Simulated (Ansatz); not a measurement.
# Nd2SiS: the cost of one run

Computed with Ansatz 0.2.0 (DFT PBE, scalar-relativistic, plane waves, PAW; 4f electrons in the core of a trivalent norm-conserving potential, unless a step's input says otherwise).

## Step 1: The structure to begin with

The structure is tetragonal, space group P4/mmm (No. 123). Conventional cell: a = 4.671 Å, b = 4.671 Å, c = 4.451 Å, α = 90.00°, β = 90.00°, γ = 90.00°. Nd (site symmetry mmm) has 2 Si at 2.34 Å in its first shell of neighbours. Si (site symmetry 4/mmm) is surrounded by 2 S at 2.23 Å and 4 Nd at 2.34 Å. S (site symmetry 4/mmm) is surrounded by 2 Si at 2.23 Å.

Structure file:

```xyz
4
Lattice="4.6711 0.0000 0.0000 0.0000 4.6711 0.0000 0.0000 0.0000 4.4506" Properties=species:S:1:pos:R:3 pbc="T T T"
Nd    0.0000    2.3356    0.0000
Nd    2.3356    0.0000    0.0000
Si    0.0000    0.0000    0.0000
S     0.0000    0.0000    2.2253
```

A structure generator made this guess: random cell by space group and Wyckoff sites (P4/mmm, No. 123). Its size is a rough estimate.

## Step 2: The guess as it stands, on a coarse mesh

The input, input.yaml:

```yaml
crystal:
  lattice:
    - [4.67110271, 0.0, 0.0]
    - [0.0, 4.67110271, 0.0]
    - [0.0, 0.0, 4.45062013]
  atoms:
    - { symbol: Nd, position: [0.0, 0.5, 0.0] }
    - { symbol: Nd, position: [0.5, 0.0, 0.0] }
    - { symbol: Si, position: [0.0, 0.0, 0.0] }
    - { symbol: S, position: [0.0, 0.0, 0.5] }
basis:
  ecutwfc: 660
kpoints:
  mp_grid: { grid: [4, 4, 4] }
hamiltonian:
  xc: pbe
  pseudopotentials:
    kind: paw
    azcp: { Nd: "pseudopotentials/pbe/nc/lanthanide_3plus/Nd.nc.azcp" }
scf:
  occupations: { method: gaussian, width: 0.1 }
  lower_state_search: "off"
output:
  forces: true
  stress: true
  eigenvalues: true
```

The run is started by

```bash
$ ansatz run input.yaml --threads 1 --pin off --max-ram 2560MiB --backend cpu --events-out ev --progress --plain --runs-dir out
```

**Question.** How long does this run take on 1 thread of Arm Neoverse V2, shared host, and how much memory does it need?

About 4.6 s, with a peak of 0.36 GiB.
